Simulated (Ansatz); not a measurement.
# CH4AsN (SMILES C1N[AsH]1): functionals against CCSD(T) at one geometry

An exercise on one series of results from a longer session: the logs are not shown, and one member is left open.

Computed with Ansatz 0.2.0, Gaussian basis. Level: single points in def2-TZVPP.

Correlated methods freeze the cores. Filled d shells of the heavier atoms are correlated.

### Where the work starts

SMILES `C1N[AsH]1`, 7 atoms, charge 0, spin multiplicity 1.

Atoms are counted from 1 here; the program's logs count them from 0.

Bond lengths: C1–N2 1.535 Å, C1–As3 2.019 Å, C1–H4 1.097 Å, C1–H5 0.976 Å, N2–As3 1.895 Å, N2–H6 0.929 Å, As3–H7 1.537 Å. Angles: N2–C1–As3 62.7°, N2–C1–H4 110.1°, N2–C1–H5 113.0°, As3–C1–H4 112.9°, As3–C1–H5 118.8°, H4–C1–H5 123.2°, C1–N2–As3 71.3°, C1–N2–H6 115.5°, As3–N2–H6 118.4°, C1–As3–N2 46.0°, C1–As3–H7 92.3°, N2–As3–H7 93.8°.

As a file:

```
C    -0.58600   -0.00050   -0.56300
N    -0.39790    0.22890    0.94280
As    0.75560   -1.16950    0.39190
H    -1.53930   -0.51030   -0.75060
H    -0.26050    0.74220   -1.10620
H    -0.02200    1.04480    1.17880
H     1.91550   -0.21920    0.05590
```

Set-up of the first run:

The input, run/in.yaml:

```yaml
crystal:
  periodic: [false, false, false]
  atoms:
    - {symbol: C, position_ang: [-0.586000, -0.000500, -0.563000]}
    - {symbol: N, position_ang: [-0.397900, 0.228900, 0.942800]}
    - {symbol: As, position_ang: [0.755600, -1.169500, 0.391900]}
    - {symbol: H, position_ang: [-1.539300, -0.510300, -0.750600]}
    - {symbol: H, position_ang: [-0.260500, 0.742200, -1.106200]}
    - {symbol: H, position_ang: [-0.022000, 1.044800, 1.178800]}
    - {symbol: H, position_ang: [1.915500, -0.219200, 0.055900]}
basis:
  gaussian: {orbitals: def2-TZVPP}
correlation: {method: ccsd_t}
output: {forces: true}
```

The command line of these runs was not kept.

Among the steps run: CCSD(T)/def2-TZVPP; PBE0-D4/def2-TZVPP; wB97M-V/def2-TZVPP; r2SCAN-D4/def2-TZVPP; PBE-D4/def2-TZVPP; B97M-V/def2-TZVPP; SPW92/def2-TZVPP.

One of the session's tables, all rows but one given; the rest of the session is left out.

| method | RMS force component (eV/Å) | angle to CCSD(T) forces (°) | dipole (D) |
| --- | --- | --- | --- |
| CCSD(T) | 2.562 | reference | 1.49 |
| PBE0-D4 | 2.646 | 3.8 | 1.45 |
| wB97M-V | 2.594 | 3.7 | 1.44 |
| r2SCAN-D4 | 2.582 | 1.6 | 1.46 |
| PBE-D4 | ? | ? | ? |
| B97M-V | 2.545 | 3.6 | 1.33 |
| SPW92 | 2.797 | 5.1 | 1.46 |

Estimate the missing values for PBE-D4.

As computed: RMS force component (eV/Å): 2.623; angle to CCSD(T) forces (°): 4.0; dipole (D): 1.37. In the column «RMS force component (eV/Å)» it lies between wB97M-V (2.594) and PBE0-D4 (2.646).
